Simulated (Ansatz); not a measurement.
# C4Ge: the cost of one run

Computed with Ansatz 0.2.0 (the levels named in each step, unless a step's input says otherwise).

## Step 1: The system as given

Bond lengths: C1–C2 1.266 Å, C2–C3 1.307 Å, C3–C4 1.265 Å, C4–Ge5 1.806 Å. Angles: C1–C2–C3 180.0°, C2–C3–C4 180.0°, C3–C4–Ge5 180.0°.

As a file:

```xyz
5

C     0.0000    0.0000   -2.6644
C     0.0000    0.0000   -1.3981
C     0.0000    0.0000   -0.0912
C     0.0000    0.0000    1.1737
Ge    0.0000    0.0000    2.9800
```

## Step 2: A rough first relaxation, PBE-D4/def2-SVP

This run stands in another session on the same molecule. It ended at:

```xyz
5

C     0.0000    0.0000   -2.7025
C     0.0000    0.0000   -1.4045
C     0.0000    0.0000   -0.0898
C     0.0000    0.0000    1.1975
Ge    0.0000    0.0000    2.9992
```

## Step 3: Relaxation, r2SCAN-D4/def2-TZVPP

File input.yaml:

```yaml
crystal:
  periodic: [false, false, false]
  atoms:
    - { symbol: C, position_ang: [0.0, 0.0, -2.70245852] }
    - { symbol: C, position_ang: [0.0, 0.0, -1.40447103] }
    - { symbol: C, position_ang: [0.0, 0.0, -0.08976873] }
    - { symbol: C, position_ang: [0.0, 0.0, 1.19754477] }
    - { symbol: Ge, position_ang: [0.0, 0.0, 2.99916351] }
basis:
  gaussian: { orbitals: def2-TZVPP }
hamiltonian:
  xc: r2scan
  dispersion: d4
relax:
  f_tol: 0.002
  max_steps: 150
```

Command:

```sh
ansatz run input.yaml --threads 4 --pin off --max-ram 10240MiB --backend cpu --events-out ev --progress --plain --runs-dir out
```

**Question.** How long does this run take on 4 threads of Arm Neoverse V2, shared host, and how much memory does it need?

About 17 s, with a peak of 0.34 GiB.
